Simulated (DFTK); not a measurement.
The system is HPbNO4.

```
H Pb N O
1.0
     3.85404    0.14384    0.09012
    -0.25320    5.52698    0.16471
    -0.48197   -1.92720    5.72025
H Pb N O
1 1 1 4
Direct
  0.10913 0.65718 0.54463
  0.61029 0.52127 0.15100
  0.91580 0.96263 0.95867
  0.01384 0.13639 0.88084
  0.72398 0.01057 0.12858
  0.00389 0.73732 0.87043
  0.11927 0.59324 0.37651
```

The cell was built by a generator and needn't be a form met in nature.

Base run:

```yaml
Program: DFTK 0.8.2
Functional: TASK
Potentials_or_basis: in-house norm-conserving set (r2SCAN, scalar relativistic)
Cutoff: 1279 eV
k_mesh: 4 × 3 × 3
Occupations: fermi-dirac, width 0.05 eV
Spin: no spin polarisation
```

Its results: band gap on the k mesh 3.99 eV, indirect (least direct gap 4.04 eV); pressure 1.3 GPa; largest force 1.416 eV/Å.

Q: After a change of settings the same cell gave: band gap on the k mesh 3.16 eV, indirect (least direct gap 3.25 eV); pressure -4.3 GPa; largest force 0.840 eV/Å. Which change was it?
A. functional from TASK to r2SCAN
B. functional from TASK to LDA; potentials or basis from in-house norm-conserving set (r2SCAN, scalar relativistic) to dojo.nc.sr.lda.v0_4_1.standard.upf (LDA); cutoff from 1279 eV to 1143 eV
C. functional from TASK to PBE; potentials or basis from in-house norm-conserving set (r2SCAN, scalar relativistic) to dojo.nc.sr.pbe.v0_4_1.standard.upf (PBE); cutoff from 1279 eV to 1143 eV

A: B.

Caveats: spin-orbit coupling is left out, which as a rule narrows the gap of such compounds by several tenths of an eV; the mesh misses the band edges, which the band path finds closer together; the program warned that the kinetic-energy density falls under its von Weizsäcker bound, which can give unphysical results (some runs); the potentials were made for another functional, which shifts forces and pressure (some runs).

Not every run made on this cell is shown here.
